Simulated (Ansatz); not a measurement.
# C₃H₁₀O₄Ti: up Jacob's ladder to CCSD(T)

An exercise on one series of results from a longer session: the logs are not shown, and one member is left open.

Method: functionals in def2-TZVPP, the program's frozen cores in correlated methods; program: Ansatz 0.2.0, Gaussian basis.

Plan: LDA (SPW92), PBE-D4, revPBE-D4, BLYP-D4, r2SCAN-D4, B97M-V, PBE0-D4, B3LYP-D4, r2SCANh-D4, r2SCAN0-D4, HSE06-D4, BHLYP-D4, CAM-B3LYP-D4, LC-ωPBE, ωB97X-V, ωB97M-V, B2PLYP, PBE-QIDH; CCSD(T)/def2-SVP; CCSD(T)/def2-TZVPP; MP2/def2-QZVPP; extrapolation to the limit; RPA on PBE.

## The geometry

All runs share one geometry, relaxed beforehand with PBE0-D4 in a triple-zeta def2 set.

SMILES `CC(C)[O][Ti]([OH])([OH])[OH]`, 18 atoms, charge 0, spin multiplicity 1.

Atoms are counted from 1 here; the program's logs count them from 0.

Bond lengths: C1–C2 1.516 Å, C1–H9 1.093 Å, C1–H10 1.092 Å, C1–H11 1.093 Å, C2–C3 1.516 Å, C2–O4 1.408 Å, C2–H12 1.098 Å, C3–H13 1.093 Å, C3–H14 1.093 Å, C3–H15 1.091 Å, O4–Ti5 1.776 Å, Ti5–O6 1.809 Å, Ti5–O7 1.806 Å, Ti5–O8 1.809 Å, O6–H16 0.958 Å, O7–H17 0.957 Å, O8–H18 0.958 Å. Angles: C2–C1–H9 110.1°, C2–C1–H10 110.6°, C2–C1–H11 110.7°, H9–C1–H10 108.6°, H9–C1–H11 108.5°, H10–C1–H11 108.3°, C1–C2–C3 112.4°, C1–C2–O4 110.1°, C1–C2–H12 109.1°, C3–C2–O4 109.7°, C3–C2–H12 108.9°, O4–C2–H12 106.4°, C2–C3–H13 110.0°, C2–C3–H14 110.7°, C2–C3–H15 110.5°, H13–C3–H14 108.4°, H13–C3–H15 108.7°, H14–C3–H15 108.6° and more.

The first run:

in.yaml

```yaml
crystal:
  periodic: [false, false, false]
  atoms:
    - {symbol: C, position_ang: [-0.883921, -1.567799, -0.969153]}
    - {symbol: C, position_ang: [-0.172315, -1.316901, 0.346263]}
    - {symbol: C, position_ang: [1.313584, -1.606235, 0.262974]}
    - {symbol: O, position_ang: [-0.374741, 0.013982, 0.759785]}
    - {symbol: Ti, position_ang: [-0.208565, 1.725273, 0.312884]}
    - {symbol: O, position_ang: [0.686048, 1.857822, -1.253773]}
    - {symbol: O, position_ang: [-1.833867, 2.485805, 0.111797]}
    - {symbol: O, position_ang: [0.726080, 2.567696, 1.612555]}
    - {symbol: H, position_ang: [-0.459835, -0.934605, -1.753279]}
    - {symbol: H, position_ang: [-1.948665, -1.343457, -0.879147]}
    - {symbol: H, position_ang: [-0.777255, -2.612111, -1.271949]}
    - {symbol: H, position_ang: [-0.616634, -1.954276, 1.122364]}
    - {symbol: H, position_ang: [1.772374, -0.986558, -0.512323]}
    - {symbol: H, position_ang: [1.488591, -2.655531, 0.014018]}
    - {symbol: H, position_ang: [1.799421, -1.389564, 1.215911]}
    - {symbol: H, position_ang: [1.589728, 2.137709, -1.403220]}
    - {symbol: H, position_ang: [-2.700818, 2.155646, 0.348684]}
    - {symbol: H, position_ang: [0.563092, 3.434301, 1.987207]}
basis:
  gaussian: {orbitals: def2-TZVPP}
hamiltonian: {xc: lda}
output: {orbitals: {seedname: orbitals}}
```

Launch:

```sh
$ ansatz run in.yaml --threads 4 --pin off --events-out ev --progress --plain --max-ram 66560MiB --backend cuda --devices 0, --max-vram 37GiB
```

Steps of the session up to this table: LDA; PBE-D4 (GGA); revPBE-D4 (GGA); BLYP-D4 (GGA); r2SCAN-D4 (meta-GGA); B97M-V (meta-GGA); PBE0-D4 (hybrid); B3LYP-D4 (hybrid); r2SCANh-D4 (hybrid); r2SCAN0-D4 (hybrid); HSE06-D4 (hybrid); BHLYP-D4 (hybrid); CAM-B3LYP-D4 (range-separated); LC-ωPBE (range-separated); ωB97X-V (range-separated); ωB97M-V (range-separated); B2PLYP (double hybrid); PBE-QIDH (double hybrid).

One table of the session follows, with a row left open; its other results are not shown here.

It belongs to the step «Frontier levels by functional». 

| functional | HOMO (eV) | gap (eV) |
| --- | --- | --- |
| LDA (SPW92) | -6.75 | 4.61 |
| PBE-D4 | -6.58 | 4.68 |
| revPBE-D4 | -6.50 | 4.69 |
| BLYP-D4 | -6.49 | 4.66 |
| r2SCAN-D4 | -6.90 | 5.09 |
| B97M-V | -7.02 | 5.18 |
| PBE0-D4 | -8.11 | 7.19 |
| B3LYP-D4 | -7.88 | 6.65 |
| r2SCANh-D4 | -7.47 | 6.04 |
| r2SCAN0-D4 | -8.34 | 7.50 |
| HSE06-D4 | -7.70 | 6.40 |
| BHLYP-D4 | -9.60 | 9.79 |
| CAM-B3LYP-D4 | -9.55 | 9.73 |
| LC-ωPBE | ? | ? |
| ωB97X-V | -10.54 | 11.86 |
| ωB97M-V | -10.47 | 11.48 |

**Question.** Estimate the row for LC-ωPBE.

**Answer.** HOMO (eV): -10.85; gap (eV): 12.23. In the column «HOMO (eV)» it is the lowest.
